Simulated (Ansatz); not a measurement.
**BH₂Cl + H₂O + HF: a complex and its separated parts**

The complex below is one end of an elementary step. How strongly is it bound against its free parts?

Program: Ansatz 0.2.0, Gaussian basis. Level of theory: PBE0-D4/def2-TZVP structures, single points in def2-TZVPP, no counterpoise correction. These are calculated values, not measurements.

Levels: SPW92, PBE-D4, BLYP-D4, r2SCAN-D4, B97M-V, PBE0-D4, B3LYP-D4, r2SCAN0-D4, BHLYP-D4, CAM-B3LYP-D4, wB97X-V, wB97M-V, B2PLYP, PBE-QIDH, RPA on PBE, Hartree-Fock, MP2, CCSD, CCSD(T).

Correlated methods freeze the cores. B3LYP uses VWN-RPA correlation. B2PLYP carries no dispersion term here.

25 further runs of the same task are left out: 25 set aside as unsound or not needed.

## Step 1: Where the work starts

The complex: 9 atoms, charge 0, spin multiplicity 1.

Atoms are counted from 1 here; the program's logs count them from 0.

Bond lengths: B1–Cl2 1.895 Å, B1–H3 1.196 Å, B1–H4 1.194 Å, B1–O6 1.589 Å, H5–O6 0.991 Å, O6–H9 0.965 Å, H7–F8 0.960 Å. Angles: Cl2–B1–H3 109.9°, Cl2–B1–H4 110.0°, Cl2–B1–O6 105.4°, H3–B1–H4 119.2°, H3–B1–O6 106.0°, H4–B1–O6 105.3°, B1–O6–H5 109.1°, B1–O6–H9 111.0°, H5–O6–H9 107.8°.

Coordinates:

```tsv
atom	x (Å)	y (Å)	z (Å)
B1	-0.72014	-0.15169	-0.77025
Cl2	1.05964	-0.44238	-1.35176
H3	-1.41862	-1.05198	-1.13225
H4	-1.04821	0.97195	-1.00731
H5	0.06951	0.32239	1.15076
O6	-0.66782	-0.24761	0.81519
H7	1.66964	0.69506	0.15628
F8	1.55049	1.05705	1.03705
H9	-0.49438	-1.15279	1.10218
```

Its parts: BH₂Cl holds atoms 1, 2, 3, 4; H₂O holds atoms 5, 6, 9; HF holds atoms 7, 8. Each part counts its atoms afresh in its own runs.

## Step 2: Relaxing BH₂Cl alone

relax-a/in.yaml reads:

```yaml
crystal:
  periodic: [false, false, false]
  atoms:
    - {symbol: B, position_ang: [-0.720139, -0.151693, -0.770246]}
    - {symbol: Cl, position_ang: [1.059644, -0.442379, -1.351757]}
    - {symbol: H, position_ang: [-1.418619, -1.051980, -1.132250]}
    - {symbol: H, position_ang: [-1.048212, 0.971948, -1.007311]}
basis:
  gaussian: {orbitals: def2-TZVP}
hamiltonian: {xc: pbe0, dispersion: d4}
relax: {f_tol: 0.005, max_steps: 200}
```

No record of the launch command was kept for these runs.

The runs that follow: Relaxing H₂O alone; Relaxing HF alone; wB97M-V/def2-TZVPP; CCSD(T)/def2-TZVPP; CCSD(T)/def2-QZVPP; Vibrations of BH₂Cl; Vibrations of H₂O; Vibrations of HF.

What does the calculation give? Wanted: complex less parts, CCSD(T)/def2-TZVPP; with zero-point energy; largest T1 diagnostic.

The runs gave:

| quantity | value |
| --- | --- |
| complex less parts, CCSD(T)/def2-TZVPP | -108.8 kJ/mol |
| with zero-point energy | -80.5 kJ/mol |
| largest T1 diagnostic | 0.012 |

In words: At CCSD(T) the complex lies 108.8 kJ/mol below its parts. BHLYP-D4 is the best functional here (-2.2 kJ/mol from CCSD(T)); SPW92 is the worst (-94.2 kJ/mol). Mean unsigned error by rung: LDA 94.2, GGA 13.9, meta-GGA 14.8, hybrid 11.4, range-separated hybrid 12.9, double hybrid 7.7 kJ/mol. PBE-D4 gives a relative energy 24.7 kJ/mol too low, outside chemical accuracy (1 kcal/mol, 4.2 kJ/mol). No counterpoise was applied, and triple zeta lacks some correlation, so the CCSD(T) reference has a basis error of its own, and close matches with it are partly luck.
